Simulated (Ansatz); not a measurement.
BeRu:

```xyz
2
Lattice="2.4994 0.0000 0.0000 -1.2497 2.1645 0.0000 0.0000 0.0000 3.7955" Properties=species:S:1:pos:R:3 pbc="T T T"
Be    0.0000    0.0000    1.8978
Ru    1.2497    0.7215    0.0000
```

The cell was built by a generator and needn't be a form met in nature.

- Program: Ansatz 0.2.0
- Task: single point
- Functional: PBE
- Potentials or basis: all-electron LAPW, scalar-relativistic
- Cutoff: 318 eV (chosen from the basis error)
- Basis error allowed: 0.001 eV/atom
- k mesh: 12 × 12 × 7
- Occupations: fermi-dirac, width 0.05 eV
- Spin: no spin polarisation

On this cell: pressure 36.6 GPa; largest force under 0.003 eV/Å; band gap on the k mesh none (metal or under the smearing width).

The same run follows on a disturbed copy (atoms moved at random, drawn with an rms of 0.05 Å):

```
CELL_PARAMETERS angstrom
2.49937 0.00000 0.00000
-1.24969 2.16452 0.00000
0.00000 0.00000 3.79552
ATOMIC_POSITIONS crystal
Be 0.95705 0.00387 0.49265
Ru 0.66683 0.32005 0.00231
```

Task: What does the disturbed cell give?

Result: The energy (extrapolated to zero smearing) moves by +17.0 meV/atom; pressure 37.2 GPa; largest force 0.559 eV/Å; band gap on the k mesh none (metal or under the smearing width).

Forces in eV/Å, atoms in the order of the input:
```
Be   0.394 -0.153  0.367
Ru  -0.394  0.153 -0.367
```

Stress tensor (GPa, compression positive):
```
50.73 -2.77  0.44
-2.77 49.89 -0.19
 0.44 -0.19 10.85
```

Caveats: a pressure of tens of GPa on the cell as given is suspect, and the run, the potentials or the cell itself is likely at fault (some runs).
